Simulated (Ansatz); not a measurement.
# Zr12Cu: the cost of one run

Program: Ansatz 0.2.0. Level of theory: DFT PBE, plane waves, PAW, scalar-relativistic, no spin polarisation. These are calculated values, not measurements.

### Step 1. The system as given

The cell holds 13 atoms (CuZr12): a = 6.460 Å, b = 9.690 Å, c = 5.145 Å, α = 90.00°, β = 90.00°, γ = 120.00°.

As a file:

```
CELL_PARAMETERS angstrom
6.46000 0.00000 0.00000
-4.84500 8.39179 0.00000
0.00000 0.00000 5.14539
ATOMIC_POSITIONS crystal
Zr 0.00000 0.00000 0.00000
Zr 0.16667 0.22222 0.50000
Zr 0.00000 0.33333 0.00000
Zr 0.16667 0.55556 0.50000
Zr 0.00000 0.66667 0.00000
Zr 0.16667 0.88889 0.50000
Zr 0.50000 0.00000 0.00000
Zr 0.66667 0.22222 0.50000
Zr 0.50000 0.33333 0.00000
Zr 0.66667 0.55556 0.50000
Zr 0.50000 0.66667 0.00000
Zr 0.66667 0.88889 0.50000
Cu 0.82590 0.44269 0.74732
```

### Step 2. Relaxing end A

The input, input.yaml:

```yaml
crystal:
  lattice:
    - [6.46, 0.0, 0.0]
    - [-4.845, 8.391786, 0.0]
    - [0.0, 0.0, 5.14539]
  atoms:
    - { symbol: Zr, position: [0.0, 0.0, 0.0] }
    - { symbol: Zr, position: [0.1666667, 0.2222222, 0.5] }
    - { symbol: Zr, position: [0.0, 0.3333333, 0.0] }
    - { symbol: Zr, position: [0.1666667, 0.5555556, 0.5] }
    - { symbol: Zr, position: [0.0, 0.6666667, 0.0] }
    - { symbol: Zr, position: [0.1666667, 0.8888889, 0.5] }
    - { symbol: Zr, position: [0.5, 0.0, 0.0] }
    - { symbol: Zr, position: [0.6666667, 0.2222222, 0.5] }
    - { symbol: Zr, position: [0.5, 0.3333333, 0.0] }
    - { symbol: Zr, position: [0.6666667, 0.5555556, 0.5] }
    - { symbol: Zr, position: [0.5, 0.6666667, 0.0] }
    - { symbol: Zr, position: [0.6666667, 0.8888889, 0.5] }
    - { symbol: Cu, position: [0.8259004, 0.4426858, 0.7473225] }
basis:
  ecutwfc: 420.0
kpoints:
  mp_grid: { grid: [3, 2, 3] }
hamiltonian:
  xc: pbe
scf:
  occupations: { method: gaussian, width: 0.1 }
  lower_state_search: "off"
relax:
  f_tol: 0.03
  max_steps: 60
  adjacent_minimum: "off"
```

The run is started by

```sh
> ansatz run input.yaml --threads 4 --pin off --max-ram 10240MiB --backend cpu --events-out ev --progress --plain --runs-dir out
```

Q: Estimate wall time and peak memory on 4 threads of Arm Neoverse V1, shared host.

About 2.2 min, with a peak of 0.99 GiB.
